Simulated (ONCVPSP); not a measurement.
# An ONCV potential for Sn, from input to tests

Do these settings give a usable potential? It is generated, then checked for transferability, scattering, ghosts and hardness.

Program: ONCVPSP 4.0.1. Reference atom: LDA (Perdew-Wang 92), scalar-relativistic, spherical and spin-unpolarised. All values are calculated.

**1. Settings**

The settings as typed:

- element: tin (Sn, Z = 50)
- type: optimised norm-conserving Vanderbilt (ONCV)
- frozen core: [Kr]
- valence charge: 14
- reference configuration: 4d10 5s2 5p2
- partial waves: 5s: rc 2.05 bohr, ncon 3, nbas 6, qcut 3.4 1/bohr, 2 projectors, debl 3.8 Ha; 5p: rc 2.60 bohr, ncon 4, nbas 9, qcut 2.7 1/bohr, 2 projectors, debl 1.6 Ha; 4d: rc 1.20 bohr, ncon 3, nbas 8, qcut 12.1 1/bohr, 3 projectors, debl 0.6 Ha
- local potential: polynomial inside 0.80 bohr (lpopt 5, dvloc0 2 Ha)
- core correction: not asked for

The nodes and maxima of the atom's own shells, from an earlier all-electron run, set the scale for the radii.

All-electron outer shells of the reference configuration (LDA (PZ), scalar-relativistic, ld1.x):

| shell | level (eV) | outermost node (bohr) | outermost maximum (bohr) |
| --- | --- | --- | --- |
| 4s | -133.65 | 0.40 | 0.74 |
| 4p | -89.56 | 0.41 | 0.79 |
| 4d | -25.90 | 0.39 | 0.88 |
| 5s | -10.81 | 0.98 | 2.01 |
| 5p | -3.87 | 1.09 | 2.55 |

**2. Generating the potential**

File Sn.dat:

```
# ATOM AND REFERENCE CONFIGURATION
# atsym  z   nc   nv     iexc    psfile
  Sn 50.00    8    3  -001012      upf
#
#   n    l    f
    1    0    2.00
    2    0    2.00
    2    1    6.00
    3    0    2.00
    3    1    6.00
    3    2   10.00
    4    0    2.00
    4    1    6.00
    4    2   10.00
    5    0    2.00
    5    1    2.00
#
# PSEUDOPOTENTIAL AND OPTIMIZATION
# lmax
    2
#
#   l,   rc,      ep,       ncon, nbas, qcut
    0    2.05    0.00    3    6    3.40
    1    2.60    0.00    4    9    2.70
    2    1.20    0.00    3    8   12.10
#
# LOCAL POTENTIAL
# lloc, lpopt,  rc(5),   dvloc0
    4    5    0.80    2.00
#
# VANDERBILT-KLEINMAN-BYLANDER PROJECTORs
# l, nproj, debl
    0    2    3.80
    1    2    1.60
    2    3    0.60
#
# MODEL CORE CHARGE
# icmod, fcfact, rcfact
    0    0.00    0.00
#
# LOG DERIVATIVE ANALYSIS
# epsh1, epsh2, depsh
   -2.00    5.00    0.02
#
# OUTPUT GRID
# rlmax, drl
    6.00    0.01
#
# TEST CONFIGURATIONS
# ncnf
    4
# nvcnf
#   n    l    f
    3
    4    2   10.00
    5    0    2.00
    5    1    1.00
#
    3
    4    2   10.00
    5    0    2.00
    5    1    0.00
#
    3
    4    2   10.00
    5    0    1.00
    5    1    0.00
#
    3
    4    2   10.00
    5    0    0.00
    5    1    4.00
#
```

Launch:

```bash
$ oncvpsp.x < Sn.dat > Sn.out
```

What the program wrote to Sn.out (without the consistency checks and plot data):

```text
ONCVPSP  (Optimized Norm-Conservinng Vanderbilt PSeudopotential)
scalar-relativistic version 4.0.1

#   n    l    f        energy (Ha)
    1    0    2.00    -1.0650008E+03
    2    0    2.00    -1.6081037E+02
    2    1    6.00    -1.4444786E+02
    3    0    2.00    -3.1012425E+01
    3    1    6.00    -2.5665022E+01
    3    2   10.00    -1.7407746E+01
    4    0    2.00    -4.9118186E+00
    4    1    6.00    -3.2913726E+00
    4    2   10.00    -9.5195564E-01
    5    0    2.00    -3.9728240E-01
    5    1    2.00    -1.4213463E-01

Reference configufation results
  iterations    21
  all-electron total energy (Ha)   -6.17186696D+03

Begin loop to  construct optimized pseudo wave functions
and semi-local pseudopoentials for all angular momenta

   Wellstate for l =  0  n =  7
     eigenvalue =   3.4027
     asymptotic potential =   3.9027
     half-point radius =  3.2516

Calculating optimized projector #   1

 for l=   0

    Fraction of norm inside rc  0.387967
    Optimizing pswf for qcut=   3.40 a_B^-1,  ecut=   5.79 Ha
    Residual kinetic energy error=  1.00D-03 Ha

    Energy error per electron        Cutoff
         Ha          eV             Ha
         0.01000     0.27211        3.93
         0.00100     0.02721        5.87
         0.00010     0.00272       19.06
         0.00001     0.00027       33.21

Calculating optimized projector #   2

 for l=   0

    Fraction of norm inside rc  0.132691
    Optimizing pswf for qcut=   3.40 a_B^-1,  ecut=   5.79 Ha
    Residual kinetic energy error=  1.43D-01 Ha

    Energy error per electron        Cutoff
         Ha          eV             Ha
         0.01000     0.27211       12.98
         0.00100     0.02721       27.84
         0.00010     0.00272       36.06
         0.00001     0.00027       60.08

   Wellstate for l =  1  n =  7
     eigenvalue =   1.4579
     asymptotic potential =   1.9579
     half-point radius =  5.1332

Calculating optimized projector #   1

 for l=   1

    Fraction of norm inside rc  0.361829
    Optimizing pswf for qcut=   2.70 a_B^-1,  ecut=   3.63 Ha
    Residual kinetic energy error=  8.85D-04 Ha

    Energy error per electron        Cutoff
         Ha          eV             Ha
         0.01000     0.27211        1.26
         0.00100     0.02721        3.38
         0.00010     0.00272       26.84
         0.00001     0.00027       40.00

Calculating optimized projector #   2

 for l=   1

    Fraction of norm inside rc  0.146023
    Optimizing pswf for qcut=   2.70 a_B^-1,  ecut=   3.63 Ha
    Residual kinetic energy error=  1.60D-02 Ha

    Energy error per electron        Cutoff
         Ha          eV             Ha
         0.01000     0.27211        3.91
         0.00100     0.02721        9.74
         0.00010     0.00272       31.66
         0.00001     0.00027       48.10

WARNING wellstate: negative energy specified for n= 5 l=  2
WARNING scattering state with energy  0.25000000
WARNING will be used for the first projector

   Wellstate for l =  2  n =  5
     eigenvalue =   0.2500
     asymptotic potential =   0.7500
     half-point radius =  6.0297

   Wellstate for l =  2  n =  6
     eigenvalue =   0.8500
     asymptotic potential =   1.3500
     half-point radius =  5.7389

Calculating optimized projector #   1

 for l=   2

    Fraction of norm inside rc  0.654535
    Optimizing pswf for qcut=  12.11 a_B^-1,  ecut=  73.37 Ha
    Residual kinetic energy error=  7.08D-08 Ha

    Energy error per electron        Cutoff
         Ha          eV             Ha
         0.01000     0.27211       36.10
         0.00100     0.02721       45.96
         0.00010     0.00272       54.69
         0.00001     0.00027       61.55

Calculating optimized projector #   2

 for l=   2

    Fraction of norm inside rc  0.033334
    Optimizing pswf for qcut=  12.11 a_B^-1,  ecut=  73.37 Ha
    Residual kinetic energy error=  9.89D-09 Ha

    Energy error per electron        Cutoff
         Ha          eV             Ha
         0.01000     0.27211       24.36
         0.00100     0.02721       35.93
         0.00010     0.00272       46.11
         0.00001     0.00027       55.17

Calculating optimized projector #   3

 for l=   2

    Fraction of norm inside rc  0.037213
    Optimizing pswf for qcut=  12.11 a_B^-1,  ecut=  73.37 Ha
    Residual kinetic energy error=  2.12D-08 Ha

    Energy error per electron        Cutoff
         Ha          eV             Ha
         0.01000     0.27211       26.30
         0.00100     0.02721       37.78
         0.00010     0.00272       48.05
         0.00001     0.00027       56.80

Construct Vanderbilt / Kleinmman-Bylander projectors

B matrix Hermiticity error, ll=   0
   1   2   -2.8192E-04

  Orthonormal projector coefficients  1.6060E+01  1.9183E+00

B matrix Hermiticity error, ll=   1
   1   2   -7.0678E-05

  Orthonormal projector coefficients  8.0144E+00  8.0059E-01

B matrix Hermiticity error, ll=   2
   1   2    1.1150E-04
   1   3   -1.8834E-04
   2   3    1.6563E-05

  Orthonormal projector coefficients  7.2637E+00  1.2790E+00  5.5192E-01

Pseudoatom total energy  -67.943728

Diagnostic tests using Vanderbilt-Kleinman-Bylander pseudopotentials
  1 or more projectors used as specified by nproj input data

   l    rcore       rmatch      e in        delta e   norm test  slope test

   0   2.0552780   2.1176807  -0.3972824   0.0000200   1.0000447   1.0004746
   0   2.0552780   2.1176807   3.4027176   0.0001718   1.0004753   1.0004753

   1   2.6108974   2.6901699  -0.1421346  -0.0000002   1.0000194   1.0000341
   1   2.6108974   2.6901699   1.4578654   0.0000063   1.0001709   1.0001709

   2   1.2068416   1.2434840  -0.9519556  -0.0000045   1.0001718   1.0002039
   2   1.2068416   1.2434840   0.2500000   0.0000209   1.0003544   1.0003544
   2   1.2068416   1.2434840   0.8500000   0.0000261   1.0004081   1.0004081

 Testing for bound ghosts
   n   l    E NL Schr. Eq   E Basis Diag.   E Cutoff

       0                      -11.319370     29.60  WARNING - GHOST(-)
   1   0       -0.397262       -0.394988     29.60

       1                       -4.780751     57.75  WARNING - GHOST(-)
   2   1       -0.142135       -0.138891     57.75

   3   2       -0.951960       -0.949648    304.30

 Testing for highly-localized positive-energy ghosts
       l    <radius>/rc     E Basis Diag.   E Cutoff

       0        0.383322        4.226295     29.60  WARNING - GHOST(+)

Test configuration 0

   n   l     f        eae           eps        diff
   1   0  2.0000-1065.00076420
   2   0  2.0000 -160.81036882
   2   1  6.0000 -144.44786101
   3   0  2.0000  -31.01242538
   3   1  6.0000  -25.66502207
   3   2 10.0000  -17.40774624
   4   0  2.0000   -4.91181856
   4   1  6.0000   -3.29137257
   4   2 10.0000   -0.95195564   -0.95196012   -4.48D-06
   5   0  2.0000   -0.39728240   -0.39726243    2.00D-05
   5   1  2.0000   -0.14213463   -0.14213483   -2.05D-07

    Total energies and differences
      AE_ref= -6.17186696D+03  AE_tst= -6.17186696D+03  dif=  0.00D+00
      PS_ref= -6.79437283D+01  PS_tst= -6.79437283D+01  dif=  2.27D-13
      PSP excitation error= -2.27D-13

Test configuration 1

   n   l     f        eae           eps        diff
   1   0  2.0000-1065.29930900
   2   0  2.0000 -161.10731984
   2   1  6.0000 -144.74501208
   3   0  2.0000  -31.30906263
   3   1  6.0000  -25.96167581
   3   2 10.0000  -17.70433789
   4   0  2.0000   -5.20798930
   4   1  6.0000   -3.58749486
   4   2 10.0000   -1.24699447   -1.24640733    5.87D-04
   5   0  2.0000   -0.66727465   -0.66733405   -5.94D-05
   5   1  1.0000   -0.38657080   -0.38667544   -1.05D-04

    Total energies and differences
      AE_ref= -6.17186696D+03  AE_tst= -6.17160634D+03  dif=  2.61D-01
      PS_ref= -6.79437283D+01  PS_tst= -6.76830023D+01  dif=  2.61D-01
      PSP excitation error= -9.78D-05

Test configuration 2

   n   l     f        eae           eps        diff
   1   0  2.0000-1065.65511441
   2   0  2.0000 -161.45983755
   2   1  6.0000 -145.09792221
   3   0  2.0000  -31.66081919
   3   1  6.0000  -26.31346242
   3   2 10.0000  -18.05601772
   4   0  2.0000   -5.55827565
   4   1  6.0000   -3.93755159
   4   2 10.0000   -1.59461172   -1.59325963    1.35D-03
   5   0  2.0000   -0.97496021   -0.97535112   -3.91D-04

    Total energies and differences
      AE_ref= -6.17186696D+03  AE_tst= -6.17108237D+03  dif=  7.85D-01
      PS_ref= -6.79437283D+01  PS_tst= -6.71586187D+01  dif=  7.85D-01
      PSP excitation error= -5.11D-04

Test configuration 3

   n   l     f        eae           eps        diff
   1   0  2.0000-1066.10896006
   2   0  2.0000 -161.90766057
   2   1  6.0000 -145.54613910
   3   0  2.0000  -32.10825062
   3   1  6.0000  -26.76088490
   3   2 10.0000  -18.50318867
   4   0  2.0000   -6.00258913
   4   1  6.0000   -4.38099479
   4   2 10.0000   -2.03153991   -2.02726009    4.28D-03
   5   0  1.0000   -1.33969498   -1.33977973   -8.47D-05

    Total energies and differences
      AE_ref= -6.17186696D+03  AE_tst= -6.16992671D+03  dif=  1.94D+00
      PS_ref= -6.79437283D+01  PS_tst= -6.60024836D+01  dif=  1.94D+00
      PSP excitation error= -9.95D-04

Test configuration 4

   n   l     f        eae           eps        diff
   1   0  2.0000-1065.11027955
   2   0  2.0000 -160.91784493
   2   1  6.0000 -144.55508317
   3   0  2.0000  -31.12142994
   3   1  6.0000  -25.77394708
   3   2 10.0000  -17.51645372
   4   0  2.0000   -5.02063026
   4   1  6.0000   -3.39967558
   4   2 10.0000   -1.05587841   -1.05293407    2.94D-03
   5   1  4.0000   -0.18489592   -0.18478459    1.11D-04

    Total energies and differences
      AE_ref= -6.17186696D+03  AE_tst= -6.17133760D+03  dif=  5.29D-01
      PS_ref= -6.79437283D+01  PS_tst= -6.74150839D+01  dif=  5.29D-01
      PSP excitation error=  7.16D-04
```

Run time: 5.5 s. Hardware: 1 thread, shared host.

The projector energies used in the d channel were -0.952, 0.250, 0.850 Ha; the program set a typed value aside.

Partial waves on a coarse radial grid (AE all-electron, PS pseudo):

| r (bohr) | 5p AE | 5p PS | 4d AE | 4d PS |
| --- | --- | --- | --- | --- |
| 0.130 | 0.0038 | 0.0033 | -0.4202 | 0.0194 |
| 0.260 | 0.1609 | 0.0135 | -0.4666 | 0.1352 |
| 0.390 | 0.0072 | 0.0315 | 0.0080 | 0.3662 |
| 0.520 | -0.1748 | 0.0567 | 0.5086 | 0.6449 |
| 0.650 | -0.2561 | 0.0879 | 0.8416 | 0.8772 |
| 0.780 | -0.2371 | 0.1232 | 0.9989 | 1.0063 |
| 0.910 | -0.1549 | 0.1622 | 1.0301 | 1.0321 |
| 1.040 | -0.0436 | 0.2050 | 0.9859 | 0.9863 |
| 1.170 | 0.0742 | 0.2515 | 0.9034 | 0.9032 |
| 1.300 | 0.1855 | 0.2999 | 0.8055 | 0.8053 |
| 1.430 | 0.2843 | 0.3477 | 0.7054 | 0.7053 |
| 1.560 | 0.3682 | 0.3929 | 0.6103 | 0.6102 |
| 1.690 | 0.4371 | 0.4356 | 0.5235 | 0.5235 |
| 1.820 | 0.4918 | 0.4769 | 0.4464 | 0.4463 |
| 1.950 | 0.5337 | 0.5166 | 0.3790 | 0.3789 |
| 2.080 | 0.5644 | 0.5521 | 0.3206 | 0.3206 |
| 2.210 | 0.5855 | 0.5796 | 0.2706 | 0.2706 |
| 2.340 | 0.5983 | 0.5967 | 0.2280 | 0.2280 |
| 2.470 | 0.6043 | 0.6041 | 0.1918 | 0.1918 |
| 2.600 | 0.6045 | 0.6045 | 0.1611 | 0.1611 |
| 2.730 | 0.6000 | 0.6000 | 0.1353 | 0.1352 |
| 2.860 | 0.5916 | 0.5916 | 0.1135 | 0.1134 |
| 2.990 | 0.5802 | 0.5801 | 0.0951 | 0.0951 |
| 3.120 | 0.5662 | 0.5662 | 0.0797 | 0.0797 |
| 3.250 | 0.5504 | 0.5504 | 0.0668 | 0.0667 |
| 3.380 | 0.5331 | 0.5331 | 0.0559 | 0.0559 |

**3. The configuration tests of the same run**

Excitation and ionisation energies from 4d10 5s2 5p2, with the error of the potential.

| valence configuration | charge | ΔE all-electron (eV) | error AE − PS (meV) |
| --- | --- | --- | --- |
| 4d10 5s2 5p1 | +1 | 7.092 | -2.7 |
| 4d10 5s2 5p0 | +2 | 21.350 | -14 |
| 4d10 5s1 5p0 | +3 | 52.797 | -27 |
| 4d10 5s0 5p4 | 0 | 14.405 | +19 |

**4. Does it scatter like the atom?**

Taken from the files of the generation run. The phase is arctan(r·R′/R) of the radial function R, unwrapped, with energies in Ha. A pole is an energy at which the radial function vanishes at the test radius. The pseudo phase is shifted by a multiple of π to meet the all-electron one at the reference energy. Levels narrower than the energy grid can be missing from the poles. The last column is the largest difference on the grid between −0.5 and +0.5 Ha.

| channel | radius (bohr) | reference (Ha) | poles AE | poles PS | window around the reference with phases within 0.05 rad (Ha) | largest difference near zero (rad) |
| --- | --- | --- | --- | --- | --- | --- |
| s | 2.08 | -0.40 | 1.48 | 1.46, 4.20 | below 3.9 | 0.001 |
| p | 2.64 | -0.14 | 0.85 | 0.85, 4.13 | below 2.3 | 0.001 |
| d | 1.22 | -0.95 | 1.47 | 1.47 | the whole range | 0.000 |

Phases (rad) along the scan:

| E (Ha) | s AE | s PS | d AE | d PS |
| --- | --- | --- | --- | --- |
| -1.98 | 1.105 | 1.099 | -0.380 | -0.380 |
| -1.62 | 0.970 | 0.965 | -0.721 | -0.721 |
| -1.26 | 0.707 | 0.701 | -0.969 | -0.969 |
| -0.90 | 0.136 | 0.132 | -1.140 | -1.140 |
| -0.54 | -0.643 | -0.643 | -1.260 | -1.260 |
| -0.18 | -1.088 | -1.088 | -1.348 | -1.348 |
| 0.18 | -1.297 | -1.298 | -1.415 | -1.415 |
| 0.54 | -1.412 | -1.414 | -1.468 | -1.468 |
| 0.90 | -1.487 | -1.489 | -1.513 | -1.513 |
| 1.26 | -1.542 | -1.545 | -1.551 | -1.551 |
| 1.62 | -1.588 | -1.590 | -1.585 | -1.585 |
| 1.98 | -1.629 | -1.632 | -1.616 | -1.616 |
| 2.34 | -1.672 | -1.674 | -1.646 | -1.646 |
| 2.70 | -1.720 | -1.722 | -1.674 | -1.674 |
| 3.06 | -1.781 | -1.782 | -1.703 | -1.703 |
| 3.42 | -1.871 | -1.871 | -1.733 | -1.733 |
| 3.78 | -2.030 | -2.045 | -1.765 | -1.765 |
| 4.14 | -2.393 | -3.925 | -1.800 | -1.800 |
| 4.50 | -3.257 | -5.619 | -1.839 | -1.839 |
| 4.86 | -4.005 | -6.660 | -1.885 | -1.885 |

**5. Convergence and ghost test**

From the same output: the cutoffs (Ha) at which the residual kinetic energy of the hardest occupied pseudo-wave falls to 1 and 0.1 mHa per electron are 46 Ha and 55 Ha.

The program's own ghost test: GHOST(-) flagged for s at -308.0 eV, p at -130.1 eV; GHOST(+) flagged for s at 115.0 eV.

Cutoff (Ha) at which the first wave of each channel reaches a given error (Ha per electron):

| error | s | p | d |
| --- | --- | --- | --- |
| 1.0e-02 | 3.9 | 1.3 | 36.1 |
| 3.2e-03 | 4.9 | 1.7 | 41.4 |
| 1.0e-03 | 5.9 | 3.4 | 46.0 |
| 3.2e-04 | 10.8 | 8.9 | 50.7 |
| 1.0e-04 | 19.1 | 26.8 | 54.7 |
| 3.2e-05 | 23.1 | 36.9 | 58.2 |
| 1.0e-05 | 33.2 | 40.0 | 61.5 |

**6. Summary of results**

| quantity | value |
| --- | --- |
| cutoffs for 1 and 0.1 mHa per electron, occupied waves | 46 Ha and 55 Ha |
| bound ghosts | s at -308.02 eV, p at -130.09 eV |
| GHOST(+) flags | s at 115 eV |
| largest test error (AE − PS) | -27 meV, for 4d10 5s1 5p0 |
| largest phase difference near zero energy, channels read | 0.001 rad |
| projector energies reset by the program | d: -0.952, 0.250, 0.850 Ha |

What this shows: A bound ghost (s, p) makes it unfit for use: electrons can fall into a state that the atom doesn't have. The worst unpolarised test, 4d10 5s1 5p0, is off by 27 meV on 52.8 eV; by total energies transferability rates as fair. That test lies far up in energy; among those under 40 eV, nearer to bonding, the largest error is 19 meV. By its cutoff, 46 Ha for the looser tolerance, it is hard. At the looser tolerance the 4d wave is the slowest; 5s needs 6 Ha. Near zero energy the phases of the channels with partial waves agree within 0.001 rad. The program also flags highly localised states, GHOST(+) (s). These are tests on the free atom; a crystal test is still owed.
